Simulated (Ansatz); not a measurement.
The system is BaMn2Bi2.

```
Bi Ba Mn
1.0
    -2.24629    2.24629    7.27818
     2.24629   -2.24629    7.27818
     2.24629    2.24629   -7.27818
Bi Ba Mn
2 1 2
Cartesian
  0.0000 0.0000 9.2173
  0.0000 0.0000 5.3391
  0.0000 0.0000 0.0000
  0.0000 2.2463 3.6391
  2.2463 0.0000 3.6391
```

The cell is a database's computed one.

Program: Ansatz 0.2.0. Alike in all runs: task single point; level PBE; potentials or basis Ansatz PAW; cell as given; cutoff (eV) 420; smearing fermi-dirac 0.05 eV. Hardware: 2 threads of Arm Neoverse V2, on a shared host.

**Question.** Order these runs on this cell by their wall time, lowest first.
A. spin off; k mesh 8 × 8 × 8
B. spin collinear, antiferromagnetic start; k mesh 8 × 8 × 8
C. spin non-collinear, random start; k mesh 6 × 6 × 6

**Answer.** A (13 s), B (68 s), C (180 s).

Caveats: the starting moments weren't kept (some runs).
